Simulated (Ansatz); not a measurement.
# FGaGeH₄: small, medium and large basis sets

One table from this session's results is given with a row withheld; the runs are named, their logs left out.

The runs use Ansatz 0.2.0, Gaussian basis; one geometry, several basis sets.

Plan: PBE0-D4/def2-SVP; ωB97M-V/def2-SVP; PBE0-D4/def2-QZVPP; ωB97M-V/def2-QZVPP; the functionals' def2-TZVPP values are taken from earlier runs.

1 further run of the same task is left out (it didn't finish).

## The geometry

An earlier PBE0-D4 in a triple-zeta def2 set relaxation fixed the geometry.

SMILES `[F][GaH][GeH3]`, 7 atoms, charge 0, spin multiplicity 1.

Atoms are counted from 1 here; the program's logs count them from 0.

Bond lengths: F1–Ga2 1.765 Å, Ga2–Ge3 2.436 Å, Ga2–H4 1.565 Å, Ge3–H5 1.538 Å, Ge3–H6 1.536 Å, Ge3–H7 1.538 Å. Angles: F1–Ga2–Ge3 113.1°, F1–Ga2–H4 112.7°, Ge3–Ga2–H4 134.3°, Ga2–Ge3–H5 109.5°, Ga2–Ge3–H6 110.5°, Ga2–Ge3–H7 111.4°, H5–Ge3–H6 108.4°, H5–Ge3–H7 108.2°, H6–Ge3–H7 108.8°.

As a file:

```mol
FGaGeH4
  3D, bonds by distance, orders not assigned

  7  6  0  0  0  0  0  0  0  0999 V2000
   -2.1704   -1.3520    0.3163 F   0  0
   -0.4259   -1.3005    0.0556 Ga  0  0
    0.4567    0.9671   -0.0515 Ge  0  0
    0.2079   -2.7260   -0.0665 H   0  0
    0.0521    1.6143   -1.3866 H   0  0
   -0.1120    1.8201    1.0924 H   0  0
    1.9916    0.9770    0.0404 H   0  0
  1  2  8  0
  2  3  8  0
  2  4  8  0
  3  5  8  0
  3  6  8  0
  3  7  8  0
M  END
```

Set-up of the first run:

Input file in.yaml:

```yaml
crystal:
  periodic: [false, false, false]
  atoms:
    - {symbol: F, position_ang: [-2.170388, -1.352024, 0.316259]}
    - {symbol: Ga, position_ang: [-0.425950, -1.300478, 0.055612]}
    - {symbol: Ge, position_ang: [0.456704, 0.967106, -0.051450]}
    - {symbol: H, position_ang: [0.207898, -2.726020, -0.066522]}
    - {symbol: H, position_ang: [0.052133, 1.614339, -1.386642]}
    - {symbol: H, position_ang: [-0.112010, 1.820096, 1.092387]}
    - {symbol: H, position_ang: [1.991614, 0.976971, 0.040366]}
basis:
  gaussian: {orbitals: def2-SVP}
hamiltonian: {xc: pbe0, dispersion: d4}
output: {orbitals: {seedname: orbitals}}
```

On the command line:

```bash
$ ansatz run in.yaml --threads 2 --pin off --events-out ev --progress --plain --max-ram 22528MiB --backend cpu
```

Among the steps run: PBE0-D4 in def2-SVP; ωB97M-V in def2-SVP; PBE0-D4 in def2-QZVPP; ωB97M-V in def2-QZVPP.

One of the session's tables, all rows but one given; the rest of the session is left out.

It belongs to the step «Functionals by basis». 

```
functional       basis  HOMO (eV)  LUMO (eV)
   PBE0-D4    def2-SVP          ?          ?
   PBE0-D4  def2-TZVPP      -7.99      -1.89
   PBE0-D4  def2-QZVPP      -8.01      -1.92
   ωB97M-V    def2-SVP      -9.95      -0.03
   ωB97M-V  def2-TZVPP     -10.03      -0.16
   ωB97M-V  def2-QZVPP     -10.05      -0.28
```

Estimate the missing values for PBE0-D4, def2-SVP.

As computed: HOMO (eV): -7.94; LUMO (eV): -1.81. In the column «HOMO (eV)» it is the highest.
